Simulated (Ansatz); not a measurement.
**C₃H₁₀MoN₂O₂: small, medium and large basis sets**

An exercise on one series of results from a longer session: the logs are not shown, and one member is left open.

Program: Ansatz 0.2.0, Gaussian basis. Level of theory: one geometry, several basis sets. These are calculated values, not measurements.

Plan: PBE0-D4/def2-SVP; ωB97M-V/def2-SVP; PBE0-D4/def2-QZVPP; ωB97M-V/def2-QZVPP; the functionals' def2-TZVPP values are taken from earlier runs.

### The geometry

An earlier PBE0-D4 in a triple-zeta def2 set relaxation fixed the geometry. Mo takes the def2 core potential; no spin-orbit term is included.

SMILES `C[N]=[Mo](=[O])([OH])[N](C)C`, 18 atoms, charge 0, spin multiplicity 1.

Atoms are counted from 1 here; the program's logs count them from 0.

Bond lengths: C1–N2 1.420 Å, C1–H9 1.096 Å, C1–H10 1.095 Å, C1–H11 1.096 Å, N2–Mo3 1.732 Å, Mo3–O4 1.692 Å, Mo3–O5 1.909 Å, Mo3–N6 1.926 Å, O5–H12 0.961 Å, N6–C7 1.446 Å, N6–C8 1.442 Å, C7–H13 1.092 Å, C7–H14 1.098 Å, C7–H15 1.098 Å, C8–H16 1.088 Å, C8–H17 1.099 Å, C8–H18 1.098 Å. Angles: N2–C1–H9 109.8°, N2–C1–H10 110.1°, N2–C1–H11 112.2°, H9–C1–H10 107.4°, H9–C1–H11 108.4°, H10–C1–H11 108.7°, C1–N2–Mo3 151.2°, N2–Mo3–O4 112.2°, N2–Mo3–O5 107.1°, N2–Mo3–N6 105.4°, O4–Mo3–O5 111.5°, O4–Mo3–N6 109.4°, O5–Mo3–N6 111.1°, Mo3–O5–H12 118.2°, Mo3–N6–C7 118.6°, Mo3–N6–C8 128.1°, C7–N6–C8 113.2°, N6–C7–H13 111.2° and more.

Set-up of the first run:

in.yaml reads:

```yaml
crystal:
  periodic: [false, false, false]
  atoms:
    - {symbol: C, position_ang: [0.162659, -1.968294, 2.397891]}
    - {symbol: N, position_ang: [0.502497, -0.963964, 1.453590]}
    - {symbol: Mo, position_ang: [0.354791, 0.644849, 0.829081]}
    - {symbol: O, position_ang: [-0.790092, 1.556548, 1.677847]}
    - {symbol: O, position_ang: [2.087383, 1.442516, 0.913163]}
    - {symbol: N, position_ang: [-0.222339, 0.434636, -0.996850]}
    - {symbol: C, position_ang: [-0.797276, 1.574270, -1.676760]}
    - {symbol: C, position_ang: [-0.212715, -0.761636, -1.801797]}
    - {symbol: H, position_ang: [-0.196637, -2.862506, 1.876267]}
    - {symbol: H, position_ang: [1.047300, -2.258173, 2.975223]}
    - {symbol: H, position_ang: [-0.617468, -1.636309, 3.092168]}
    - {symbol: H, position_ang: [2.144637, 2.399973, 0.964934]}
    - {symbol: H, position_ang: [-0.837322, 2.446702, -1.020848]}
    - {symbol: H, position_ang: [-1.822860, 1.357155, -2.003455]}
    - {symbol: H, position_ang: [-0.207176, 1.842059, -2.562788]}
    - {symbol: H, position_ang: [0.197130, -1.595901, -1.235454]}
    - {symbol: H, position_ang: [-1.229589, -1.019866, -2.128234]}
    - {symbol: H, position_ang: [0.399576, -0.620858, -2.702277]}
basis:
  gaussian: {orbitals: def2-SVP}
hamiltonian: {xc: pbe0, dispersion: d4}
output: {orbitals: {seedname: orbitals}}
```

On the command line:

```sh
$ ansatz run in.yaml --threads 4 --pin off --events-out ev --progress --plain --max-ram 66560MiB --backend cpu
```

Among the steps run: PBE0-D4 in def2-SVP; ωB97M-V in def2-SVP; PBE0-D4 in def2-QZVPP; ωB97M-V in def2-QZVPP.

One table of the session follows, with a row left open; its other results are not shown here.

It belongs to the step «Functionals by basis». 

```
functional       basis  HOMO (eV)
   PBE0-D4    def2-SVP      -6.68
   PBE0-D4  def2-TZVPP          ?
   PBE0-D4  def2-QZVPP      -6.77
   ωB97M-V    def2-SVP      -8.88
   ωB97M-V  def2-TZVPP      -8.96
   ωB97M-V  def2-QZVPP      -8.99
```

**Question.** Estimate the row for PBE0-D4, def2-TZVPP.

**Answer.** HOMO (eV): -6.75. In the column «HOMO (eV)» it lies between PBE0-D4, def2-QZVPP (-6.77) and PBE0-D4, def2-SVP (-6.68).
